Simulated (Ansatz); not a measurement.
# CH5AlTe: how energies converge with the basis set

One table from this session's results is given with a row withheld; the runs are named, their logs left out.

The runs use Ansatz 0.2.0, Gaussian basis; one geometry, several basis sets.

Plan: PBE0-D4/def2-SVP; ωB97M-V/def2-SVP; PBE0-D4/def2-QZVPP; ωB97M-V/def2-QZVPP; the functionals' def2-TZVPP values are taken from earlier runs.

## The geometry

All runs share one geometry, relaxed beforehand with PBE0-D4 in a triple-zeta def2 set. Te takes the def2 core potential; no spin-orbit term is included.

SMILES `[CH3][AlH][TeH]`, 8 atoms, charge 0, spin multiplicity 1.

Atoms are counted from 1 here; the program's logs count them from 0.

Bond lengths: C1–Al2 1.947 Å, C1–H4 1.095 Å, C1–H5 1.092 Å, C1–H6 1.095 Å, Al2–Te3 2.533 Å, Al2–H7 1.585 Å, Te3–H8 1.657 Å. Angles: Al2–C1–H4 110.5°, Al2–C1–H5 113.0°, Al2–C1–H6 110.5°, H4–C1–H5 108.0°, H4–C1–H6 106.7°, H5–C1–H6 108.0°, C1–Al2–Te3 118.5°, C1–Al2–H7 123.8°, Te3–Al2–H7 117.8°, Al2–Te3–H8 91.2°.

Set-up of the first run:

The input, in.yaml:

```yaml
crystal:
  periodic: [false, false, false]
  atoms:
    - {symbol: C, position_ang: [-0.820268, 1.106411, -0.419175]}
    - {symbol: Al, position_ang: [0.540267, -0.258779, -0.143409]}
    - {symbol: Te, position_ang: [0.151133, -2.006240, 1.648222]}
    - {symbol: H, position_ang: [-0.397795, 2.104736, -0.264066]}
    - {symbol: H, position_ang: [-1.677757, 0.995956, 0.247873]}
    - {symbol: H, position_ang: [-1.187893, 1.077440, -1.450261]}
    - {symbol: H, position_ang: [1.885130, -0.343277, -0.977016]}
    - {symbol: H, position_ang: [1.599383, -2.733245, 1.302132]}
basis:
  gaussian: {orbitals: def2-SVP}
hamiltonian: {xc: pbe0, dispersion: d4}
output: {orbitals: {seedname: orbitals}}
```

The run is started by

```console
ansatz run in.yaml --threads 2 --pin off --events-out ev --progress --plain --max-ram 4352MiB
```

Steps of the session up to this table: PBE0-D4 in def2-SVP; ωB97M-V in def2-SVP; PBE0-D4 in def2-QZVPP; ωB97M-V in def2-QZVPP.

One of the session's tables, all rows but one given; the rest of the session is left out.

It belongs to the step «Density functionals: the series». 

| functional | basis | HOMO (eV) |
| --- | --- | --- |
| PBE0-D4 | def2-SVP | -6.62 |
| PBE0-D4 | def2-TZVPP | -6.69 |
| PBE0-D4 | def2-QZVPP | -6.70 |
| ωB97M-V | def2-SVP | -8.61 |
| ωB97M-V | def2-TZVPP | ? |
| ωB97M-V | def2-QZVPP | -8.73 |

Estimate the missing values for ωB97M-V, def2-TZVPP.

**Answer.** HOMO (eV): -8.72. In the column «HOMO (eV)» it lies between ωB97M-V, def2-QZVPP (-8.73) and ωB97M-V, def2-SVP (-8.61).
